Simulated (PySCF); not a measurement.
**Nb, Nb⁺: ionisation energy in x2c-TZVPall**

Each state of niobium is computed at each level; their differences give the ionisation energy. How far do the methods differ?

The numbers are computed with PySCF 2.14.0 (unrestricted determinants in a Gaussian basis, no spin-orbit coupling in the energies), except any that are marked as measured or tabulated.

### 1 What is computed

* Element: niobium (Z = 41)
* Basis: x2c-TZVPall (8s6p6d1f, 63 functions)
* Hamiltonian: scalar relativity by spin-free X2C-1e
* State 1: Nb: [Kr] 4d4 5s1, high-spin 6D determinant
* State 2: Nb⁺: [Kr] 4d4, high-spin 5D determinant
* Methods: UHF, PBE, B3LYP, MP2
* Core shells frozen in the correlated runs: valence: [Kr] (for Nb)

The outer shells:

Nb [Kr] 4d4 5s1
```
[Kr] core
4d [↑ ][↑ ][↑ ][↑ ][  ]
5s [↑ ]
```

Nb+ [Kr] 4d4
```
[Kr] core
4d [↑ ][↑ ][↑ ][↑ ][  ]
```

The runs were made by one driver on top of PySCF. The scripts below sum up each run's settings (the driver also hands on starting orbitals that pick excited configurations, and frozen orbitals as a list rather than a count), and the logs come from the driver's own runs. The driver starts from symmetry-adapted Hartree-Fock orbitals, holds the occupation by maximum overlap and uses a logarithmic radial grid for functionals, so a plain start would take other cycles.

It was started by

```
> OMP_NUM_THREADS=1 python atomrun2.py TASK.json OUT
```

The integrals over 63 functions and the set-up took 1.1 s of CPU time.

### 2 Nb

Level: UHF.

The input, input.py:

```python
from pyscf import gto, scf, dft, mp, cc
import basis_set_exchange as bse
mol = gto.M(atom="Nb 0 0 0", charge=0, spin=5, symmetry="D2h",
            basis=gto.basis.parse(bse.get_basis("x2c-TZVPall", elements=["Nb"], fmt="nwchem", header=False)),
            nucmod="G")
mf = scf.UHF(mol).sfx2c1e()
mf.irrep_nelec = {'Ag': (8, 6), 'B1g': (2, 1), 'B2g': (2, 1), 'B3g': (2, 1), 'B1u': (3, 3), 'B2u': (3, 3), 'B3u': (3, 3)}
mf.kernel()
```

Level: PBE.

input.py, as changed from the run before:

```diff
@@ -5,3 +5,3 @@
             nucmod="G")
-mf = scf.UHF(mol).sfx2c1e()
+mf = dft.UKS(mol, xc="PBE").sfx2c1e()
 mf.irrep_nelec = {'Ag': (8, 6), 'B1g': (2, 1), 'B2g': (2, 1), 'B3g': (2, 1), 'B1u': (3, 3), 'B2u': (3, 3), 'B3u': (3, 3)}
```

Level: B3LYP.

input.py, as changed from the run before:

```diff
@@ -5,3 +5,3 @@
             nucmod="G")
-mf = dft.UKS(mol, xc="PBE").sfx2c1e()
+mf = dft.UKS(mol, xc="B3LYP").sfx2c1e()
 mf.irrep_nelec = {'Ag': (8, 6), 'B1g': (2, 1), 'B2g': (2, 1), 'B3g': (2, 1), 'B1u': (3, 3), 'B2u': (3, 3), 'B3u': (3, 3)}
```

Level: MP2 (valence).

input.py, as changed from the run before:

```diff
@@ -5,4 +5,5 @@
             nucmod="G")
-mf = dft.UKS(mol, xc="B3LYP").sfx2c1e()
+mf = scf.UHF(mol).sfx2c1e()
 mf.irrep_nelec = {'Ag': (8, 6), 'B1g': (2, 1), 'B2g': (2, 1), 'B3g': (2, 1), 'B1u': (3, 3), 'B2u': (3, 3), 'B3u': (3, 3)}
 mf.kernel()
+mp.UMP2(mf, frozen=18).kernel()
```

### 3 Nb⁺: the ladder of methods

Level: UHF.

The input, input.py:

```python
from pyscf import gto, scf, dft, mp, cc
import basis_set_exchange as bse
mol = gto.M(atom="Nb 0 0 0", charge=1, spin=4, symmetry="D2h",
            basis=gto.basis.parse(bse.get_basis("x2c-TZVPall", elements=["Nb"], fmt="nwchem", header=False)),
            nucmod="G")
mf = scf.UHF(mol).sfx2c1e()
mf.irrep_nelec = {'Ag': (7, 6), 'B1g': (2, 1), 'B2g': (2, 1), 'B3g': (2, 1), 'B1u': (3, 3), 'B2u': (3, 3), 'B3u': (3, 3)}
mf.kernel()
```

Level: PBE.

input.py, as changed from the run before:

```diff
@@ -5,3 +5,3 @@
             nucmod="G")
-mf = scf.UHF(mol).sfx2c1e()
+mf = dft.UKS(mol, xc="PBE").sfx2c1e()
 mf.irrep_nelec = {'Ag': (7, 6), 'B1g': (2, 1), 'B2g': (2, 1), 'B3g': (2, 1), 'B1u': (3, 3), 'B2u': (3, 3), 'B3u': (3, 3)}
```

Level: B3LYP.

input.py, as changed from the run before:

```diff
@@ -5,3 +5,3 @@
             nucmod="G")
-mf = dft.UKS(mol, xc="PBE").sfx2c1e()
+mf = dft.UKS(mol, xc="B3LYP").sfx2c1e()
 mf.irrep_nelec = {'Ag': (7, 6), 'B1g': (2, 1), 'B2g': (2, 1), 'B3g': (2, 1), 'B1u': (3, 3), 'B2u': (3, 3), 'B3u': (3, 3)}
```

Level: MP2 (valence).

input.py, as changed from the run before:

```diff
@@ -5,4 +5,5 @@
             nucmod="G")
-mf = dft.UKS(mol, xc="B3LYP").sfx2c1e()
+mf = scf.UHF(mol).sfx2c1e()
 mf.irrep_nelec = {'Ag': (7, 6), 'B1g': (2, 1), 'B2g': (2, 1), 'B3g': (2, 1), 'B1u': (3, 3), 'B2u': (3, 3), 'B3u': (3, 3)}
 mf.kernel()
+mp.UMP2(mf, frozen=18).kernel()
```

**Question.** What will these runs give?

**Answer**, as computed:

| quantity | value |
| --- | --- |
| ionisation energy, Nb | UHF 5.994, MP2 (valence) 6.343 eV; reference 6.776 |

Each level's miss and price (over 1 difference):

| method | mean absolute miss against the measured value (with the measured fine structure taken into account where it is known) (eV) | CPU time, both states (s) |
| --- | --- | --- |
| UHF | 0.782 | 0.75 |
| PBE | 0.329 | 4 |
| B3LYP | 0.145 | 5.1 |
| MP2 (valence) | 0.432 | 0.81 |
| SCS-MP2 (valence) | 0.665 | 0.81 |

**Reading.** B3LYP lands nearest to the measured value (off by 0.15 eV); UHF misses by most (0.78 eV). Hartree-Fock falls short because the species with more electrons holds more correlation energy, which it lacks. PBE is off by +0.33 eV. All values hold for this basis alone; no basis-set limit was taken. The dearest level timed, B3LYP, costs 6.8 times the cheapest, UHF, and differs from the measured value (with the measured fine structure taken into account where it is known) by 0.15 against 0.78 eV.
